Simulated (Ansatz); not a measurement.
# CH₆BCl₂N: basis-set convergence

An exercise on one series of results from a longer session: the logs are not shown, and one member is left open.

Method: one geometry, several basis sets; program: Ansatz 0.2.0, Gaussian basis.

Levels to be run: PBE0-D4/def2-SVP; ωB97M-V/def2-SVP; PBE0-D4/def2-QZVPP; ωB97M-V/def2-QZVPP; the functionals' def2-TZVPP values are taken from earlier runs.

## Structure used throughout

The geometry comes from an earlier relaxation with PBE0-D4 in a triple-zeta def2 set; it is a stationary point, not always the lowest conformer.

11 atoms, charge 0, spin multiplicity 1.

Atoms are counted from 1 here; the program's logs count them from 0.

Bond lengths: C1–B2 1.585 Å, C1–H6 1.092 Å, C1–H7 1.095 Å, C1–H8 1.095 Å, B2–N3 1.625 Å, B2–Cl4 1.853 Å, B2–Cl5 1.853 Å, N3–H9 1.017 Å, N3–H10 1.017 Å, N3–H11 1.017 Å. Angles: B2–C1–H6 109.7°, B2–C1–H7 112.3°, B2–C1–H8 112.3°, H6–C1–H7 106.9°, H6–C1–H8 106.9°, H7–C1–H8 108.4°, C1–B2–N3 109.8°, C1–B2–Cl4 113.8°, C1–B2–Cl5 113.8°, N3–B2–Cl4 103.0°, N3–B2–Cl5 103.0°, Cl4–B2–Cl5 112.2°, B2–N3–H9 109.0°, B2–N3–H10 110.6°, B2–N3–H11 110.6°, H9–N3–H10 108.6°, H9–N3–H11 108.6°, H10–N3–H11 109.6°.

Set-up of the first run:

Contents of in.yaml:

```yaml
crystal:
  periodic: [false, false, false]
  atoms:
    - {symbol: C, position_ang: [-1.212377, 0.255358, 0.570848]}
    - {symbol: B, position_ang: [0.011033, 0.415546, -0.424828]}
    - {symbol: N, position_ang: [1.148017, -0.694845, -0.083508]}
    - {symbol: Cl, position_ang: [-0.410789, 0.052032, -2.192188]}
    - {symbol: Cl, position_ang: [0.922468, 2.018010, -0.237700]}
    - {symbol: H, position_ang: [-1.975204, 1.001631, 0.340542]}
    - {symbol: H, position_ang: [-0.920395, 0.409158, 1.615262]}
    - {symbol: H, position_ang: [-1.690512, -0.726450, 0.486297]}
    - {symbol: H, position_ang: [1.926261, -0.581347, -0.728665]}
    - {symbol: H, position_ang: [1.493502, -0.572180, 0.865018]}
    - {symbol: H, position_ang: [0.773294, -1.634114, -0.190578]}
basis:
  gaussian: {orbitals: def2-SVP}
hamiltonian: {xc: pbe0, dispersion: d4}
output: {orbitals: {seedname: orbitals}}
```

Among the steps run: PBE0-D4 in def2-SVP; ωB97M-V in def2-SVP; PBE0-D4 in def2-QZVPP; ωB97M-V in def2-QZVPP.

One table of the session follows, with a row left open; its other results are not shown here.

It belongs to the step «Functionals by basis». 

```
functional       basis  HOMO (eV)  LUMO (eV)
   PBE0-D4    def2-SVP      -7.50       0.41
   PBE0-D4  def2-TZVPP      -7.83      -0.19
   PBE0-D4  def2-QZVPP      -7.88      -0.47
   ωB97M-V    def2-SVP      -9.72       2.01
   ωB97M-V  def2-TZVPP     -10.09       1.21
   ωB97M-V  def2-QZVPP          ?          ?
```

Estimate the missing values for ωB97M-V, def2-QZVPP.

As computed: HOMO (eV): -10.16; LUMO (eV): 0.74. In the column «HOMO (eV)» it is the lowest.
